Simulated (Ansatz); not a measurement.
# ZnRe: the cost of one run

Method: DFT, PBEsol, PAW with Ansatz's default frozen-core files, scalar-relativistic, in Ansatz 0.2.0.

### 1 The starting structure

Symmetry: P-6m2, No. 187, hexagonal system. The conventional cell has a = 2.748 Å, b = 2.748 Å, c = 4.494 Å, α = 90.00°, β = 90.00°, γ = 120.00°. Around Zn (site symmetry -6m2) lie 6 Zn at 2.75 Å and 6 Re at 2.75 Å. Re (site symmetry -6m2) has 6 Re at 2.75 Å and 6 Zn at 2.75 Å as nearest neighbours.

Coordinates:

```
CELL_PARAMETERS angstrom
2.74822 0.00000 0.00000
-1.37411 2.38003 0.00000
0.00000 0.00000 4.49407
ATOMIC_POSITIONS crystal
Zn 0.00000 0.00000 0.00000
Re 0.33333 0.66667 0.50000
```

Atoms are numbered in the order of the input: Zn1, Re2.

### 2 Free moments from the typed start, PAW

input.yaml reads:

```yaml
crystal:
  lattice:
    - [2.7482183437, 0.0, 0.0]
    - [-1.3741091718, 2.3800269008, 0.0]
    - [0.0, 0.0, 4.494066]
  atoms:
    - { symbol: Zn, position: [0.0, 0.0, 0.0] }
    - { symbol: Re, position: [0.3333333333, 0.6666666667, 0.5], spin: 1.5 }
magnetization:
  spin_polarized: true
kpoints:
  mp_grid: { grid: [16, 16, 9] }
scf:
  occupations: { method: fermi_dirac, width: 0.08 }
  lower_state_search: "off"
hamiltonian:
  xc: pbesol
  pseudopotentials: { kind: paw }
output:
  forces: true
  stress: true
  eigenvalues: true
  populations: true
  dos: { projected: true, de: 0.1, e_range: [-8, 5] }
  write_density: true
  write_potential: true
  elf: true
  volumetric_format: npy
```

Launch:

```
$ ansatz run input.yaml --threads 1 --pin off --max-ram 3072MiB --backend cpu --events-out ev --progress --plain --runs-dir out
```

What time and memory should one allow on 1 thread of Arm Neoverse V1, shared host?

About 36 s, with a peak of 0.44 GiB.
